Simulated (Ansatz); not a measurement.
# HfN: the crystal squeezed far

The task here is to estimate one member of a computed series from the others.

Program: Ansatz 0.2.0. Level of theory: DFT, r2SCAN, PAW with Ansatz's default frozen-core files, scalar-relativistic. These are calculated values, not measurements.

## The system as given

The structure is cubic, space group Fm-3m (No. 225). Conventional cell: a = 4.309 Å, b = 4.309 Å, c = 4.309 Å, α = 90.00°, β = 90.00°, γ = 90.00°. Hf (site symmetry m-3m) is surrounded by 6 N at 2.15 Å. Around N (site symmetry m-3m) lie 6 Hf at 2.15 Å.

Coordinates:

```xyz
2
Lattice="0.0000 2.1544 2.1544 2.1544 0.0000 2.1544 2.1544 2.1544 0.0000" Properties=species:S:1:pos:R:3 pbc="T T T"
Hf    0.0000    0.0000    0.0000
N     2.1544    2.1544    2.1544
```

Whether this phase is the stable one at these pressures isn't tested.

Atoms are numbered in the order of the input: Hf1, N2.

The first run:

input.yaml

```yaml
crystal:
  lattice:
    - [0.0, 2.15443469, 2.15443469]
    - [2.15443469, 0.0, 2.15443469]
    - [2.15443469, 2.15443469, 0.0]
  atoms:
    - { symbol: Hf, position: [0.0, 0.0, 0.0] }
    - { symbol: "N", position: [0.5, 0.5, 0.5] }
kpoints:
  mp_grid: { grid: [15, 15, 15] }
scf:
  occupations: { method: fermi_dirac, width: 0.1 }
hamiltonian:
  xc: r2scan
  pseudopotentials: { kind: paw }
output:
  forces: true
  stress: true
relax:
  f_tol: 0.005
  max_steps: 40
  cell: {}
```

The run is started by

```
ansatz run input.yaml --threads 1 --pin off --max-ram 2048MiB --backend cpu --events-out ev --progress --plain --runs-dir out
```

Steps of the session up to this table: Cell relaxed at zero pressure, PAW; Volume scaled by 1, PAW; Volume scaled by 0.94, PAW; Volume scaled by 0.88, PAW; Volume scaled by 0.8, PAW; Volume scaled by 0.72, PAW; Volume scaled by 0.64, PAW; Volume scaled by 0.55, PAW; Volume scaled by 0.55, PAW (cutoff 300 eV).

One table of the session follows, with a row left open; its other results are not shown here.

| method | volume over the first | volume (Å³/atom) | pressure (GPa) |
| --- | --- | --- | --- |
| PAW | 1 | 11.585 | 0.05 |
| PAW | 0.94 | 10.890 | 19.91 |
| PAW | 0.88 | 10.195 | 47.16 |
| PAW | 0.8 | 9.268 | 100.33 |
| PAW | 0.72 | 8.341 | 183.56 |
| PAW | 0.64 | ? | ? |
| PAW | 0.55 | 6.372 | 578.24 |
| PAW (cutoff 300 eV) | 0.55 | 6.372 | 608.27 |

Q: Estimate the row for PAW, 0.64 from the others.

The run gave: volume (Å³/atom): 7.415; pressure (GPa): 317.36. In the column «volume (Å³/atom)» it lies between PAW (cutoff 300 eV), 0.55 (6.372) and PAW, 0.72 (8.341).

To keep in mind: Warnings in the runs' records: cutoff below recommended.
